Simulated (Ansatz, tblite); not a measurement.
**NbSCl3: spin-state energies by level**

Is the singlet the ground state of NbSCl3? Other spin states are computed and compared level by level.

Program: Ansatz 0.2.0, Gaussian basis. Level of theory: as each input shows. These are calculated values, not measurements.

Levels to be run: triplet, at the geometry of the singlet (GFN1-xTB, GFN2-xTB, PBE0-D4/def2-TZVP, PBE-D4/def2-TZVP, r2SCAN-D4/def2-TZVP); the singlet's energies come from earlier runs.

4 further runs of the same task are left out: 4 set aside as unsound or not needed.

## (1) The relaxed structure

The geometry is that of the singlet, from an earlier relaxation (PBE-D4/def2-SVP).

5 atoms, charge 0, spin multiplicity 1.

Bond lengths: Nb1–S2 2.143 Å, Nb1–Cl3 2.285 Å, Nb1–Cl4 2.285 Å, Nb1–Cl5 2.285 Å. Angles: S2–Nb1–Cl3 107.7°, S2–Nb1–Cl4 107.7°, S2–Nb1–Cl5 107.7°, Cl3–Nb1–Cl4 111.2°, Cl3–Nb1–Cl5 111.2°, Cl4–Nb1–Cl5 111.2°.

Formally the metal is d0. Nb takes a core potential in the def2 sets. No spin-orbit coupling is included.

## (2) Triplet at the fixed geometry, GFN1-xTB

Tight binding, by tblite at 300 K electronic temperature and without a spin-polarisation term:

```python
tblite.interface.Calculator('GFN1-xTB', numbers, positions, charge=0, uhf=2).singlepoint()
```

Energy -501.5460 eV; 0.006 s.

## (3) Triplet at the fixed geometry, GFN2-xTB

Tight binding, by tblite at 300 K electronic temperature and without a spin-polarisation term:

```python
tblite.interface.Calculator('GFN2-xTB', numbers, positions, charge=0, uhf=2).singlepoint()
```

Energy -513.4202 eV; 0.007 s.

## (4) Triplet at the fixed geometry, PBE0-D4/def2-TZVP

in.yaml

```yaml
crystal:
  periodic: [false, false, false]
  atoms:
    - {symbol: Nb, position_ang: [-0.000082, 0.000077, -0.011200]}
    - {symbol: S, position_ang: [0.010925, -0.014596, 2.131737]}
    - {symbol: Cl, position_ang: [2.172662, 0.010346, -0.717932]}
    - {symbol: Cl, position_ang: [-1.096473, 1.886827, -0.688366]}
    - {symbol: Cl, position_ang: [-1.087042, -1.882665, -0.714229]}
basis:
  gaussian: {orbitals: def2-TZVP}
magnetization: {spin_polarized: true, initial_magnetization: 2}
hamiltonian: {xc: pbe0, dispersion: d4}
scf: {omitted_lower_state_checks: [starts]}
output: {orbitals: {seedname: orbitals}}
```

Run with:

```console
ansatz run in.yaml --threads 2 --pin off --events-out ev --progress --plain --max-ram 4352MiB
```

What it wrote:

```text
Functional definition: PBE0
  name "PBE0"
  cite "Adamo & Barone, J. Chem. Phys. 110, 6158 (1999) doi:10.1063/1.478522"
  cite "Perdew, Burke & Ernzerhof, Phys. Rev. Lett. 77, 3865 (1996) doi:10.1103/PhysRevLett.77.3865"
  parent pbe
  parameter a = 0.25
  parameter kappa = 0.804
  parameter beta = 0.06672455060314922
  exchange = (1 - a)*pbe_x(kappa = kappa, mu = beta*pi^2/3) + a*exact_x
  correlation = pbe_c(beta = beta)
these checks for a lower state are left out or cut short: starts
1446 factors; their error is unknown
mean field evaluation 1: about -49942.0518 eV, gradient 1.4e1 eV
mean field evaluation 2: about -49942.3037 eV, gradient 1.3e1 eV
mean field evaluation 4: about -49943.1421 eV, gradient 2.5e0 eV
mean field evaluation 8: about -49943.1903 eV, gradient 1.9e-1 eV
mean field evaluation 16: about -49943.3478 eV, gradient 5.5e-3 eV
mean field evaluation 32: about -49943.3432 eV, gradient 9.6e-1 eV
mean field -49943.35030909 eV, -1835.3842710404 hartree, gradient 4.5e-6 eV, S^2 2.007928; 0 other end points of the search recorded, 0 dependent functions left out
reference -49943.35034755 eV, -1835.3842724538 hartree; 41, 39 occupied and 147, 149 virtual orbitals, 1446 factors
Total energy: -49943.57251606 eV, -1835.3924369960 hartree
Checks for a lower state left out: starts
```

Run time: 38 s. Hardware: 2 threads of Arm Neoverse V2, shared host; peak memory 1.2 GiB.

HOMO -5.82 eV, LUMO -6.32 eV (over both spins; with the spin held, an empty level of the minority spin lies below the top filled one); ⟨S²⟩ 2.008 (pure: 2.00).

## (5) Triplet at the fixed geometry, PBE-D4/def2-TZVP

start.molden holds the orbitals of an earlier run on this state, given as this run's starting guess.

Changes to in.yaml since step 4:

```diff
@@ -9,5 +9,5 @@
 basis:
-  gaussian: {orbitals: def2-TZVP}
+  gaussian: {orbitals: def2-TZVP, initial_orbitals: start.molden}
 magnetization: {spin_polarized: true, initial_magnetization: 2}
-hamiltonian: {xc: pbe0, dispersion: d4}
+hamiltonian: {xc: pbe, dispersion: d4}
 scf: {omitted_lower_state_checks: [starts]}
```

The command is unchanged.

What it wrote:

```text
Functional definition: PBE
  name "PBE"
  cite "Perdew, Burke & Ernzerhof, Phys. Rev. Lett. 77, 3865 (1996) doi:10.1103/PhysRevLett.77.3865"
  parent pbe
  parameter kappa = 0.804
  parameter beta = 0.06672455060314922
  exchange = pbe_x(kappa = kappa, mu = beta*pi^2/3)
  correlation = pbe_c(beta = beta)
these checks for a lower state are left out or cut short: starts
1347 factors; their error is unknown
mean field evaluation 1: about -49940.4827 eV, gradient 1.1e1 eV
mean field evaluation 2: about -49940.6759 eV, gradient 3.7e-1 eV
mean field evaluation 4: about -49940.6747 eV, gradient 6.1e-2 eV
mean field evaluation 8: about -49940.6746 eV, gradient 1.9e-2 eV
mean field evaluation 16: about -49940.6749 eV, gradient 8.8e-4 eV
mean field -49940.67488010 eV, -1835.2859508383 hartree, gradient 5.8e-6 eV, S^2 2.004910; 0 other end points of the search recorded, 0 dependent functions left out
reference -49940.67493561 eV, -1835.2859528785 hartree; 41, 39 occupied and 147, 149 virtual orbitals, 1347 factors
Total energy: -49940.92779961 eV, -1835.2952454591 hartree
Checks for a lower state left out: starts
```

It took 36 s on 2 threads of Arm Neoverse V2, shared host.

Report: HOMO -4.22 eV, LUMO -7.17 eV (over both spins; with the spin held, an empty level of the minority spin lies below the top filled one); ⟨S²⟩ 2.005 (pure: 2.00).

## (6) Triplet at the fixed geometry, r2SCAN-D4/def2-TZVP

Changes to in.yaml since step 5:

```diff
@@ -11,3 +11,3 @@
 magnetization: {spin_polarized: true, initial_magnetization: 2}
-hamiltonian: {xc: pbe, dispersion: d4}
+hamiltonian: {xc: r2scan, dispersion: d4}
 scf: {omitted_lower_state_checks: [starts]}
```

Launched as before.

What it wrote, shortened:

```text
Functional definition: r2SCAN
  name "r2SCAN"
  cite "Furness, Kaplan, Ning, Perdew & Sun, J. Phys. Chem. Lett. 11, 8208 (2020) doi:10.1021/acs.jpclett.0c02405"
  cite "Furness, Kaplan, Ning, Perdew & Sun, J. Phys. Chem. Lett. 11, 9248 (2020) doi:10.1021/acs.jpclett.0c03077"
  parent r2scan
[...]
1347 factors; their error is unknown
[...]
mean field -49957.70831572 eV, -1835.9119180517 hartree, gradient 1.8e-6 eV, S^2 2.010082; 0 other end points of the search recorded, 0 dependent functions left out
reference -49957.70833314 eV, -1835.9119186921 hartree; 41, 39 occupied and 147, 149 virtual orbitals, 1347 factors
Total energy: -49957.76601115 eV, -1835.9140383197 hartree
Checks for a lower state left out: starts
```

Run time: 44 s. Hardware: 2 threads of Arm Neoverse V2, shared host; peak memory 0.61 GiB.

From the report: HOMO -4.66 eV, LUMO -7.02 eV (over both spins; with the spin held, an empty level of the minority spin lies below the top filled one); ⟨S²⟩ 2.010 (pure: 2.00).

## (7) Triplet less singlet, vertical

The singlet's energies are those of its earlier runs, whose logs aren't repeated here.

| level | triplet less singlet, vertical (kcal/mol) | time |
| --- | --- | --- |
| GFN1-xTB | +50.4 | 0.012 s |
| GFN2-xTB | +58.0 | 0.013 s |
| PBE-D4/def2-TZVP | +70.2 | 39 s |
| r2SCAN-D4/def2-TZVP | +67.9 | 51 s |
| PBE0-D4/def2-TZVP | +63.7 | 42 s |

Times add the two runs; a level without a time comes out of a correlated run. Tight binding without a spin term can't rank spin states.

## (8) Outcome

```
                                                quantity                                       value
triplet less singlet, vertical, functionals in def2-TZVP  +63.7 (PBE0-D4) to +70.2 kcal/mol (PBE-D4)
```

In words: All functionals put the triplet above the singlet, over a spread of 6.6 kcal/mol. The checks for a lower triplet were left out, so another state of that spin may lie lower. The singlet here is a closed shell; an open-shell singlet can lie lower. These are electronic energies, without zero-point motion, entropy or surroundings.
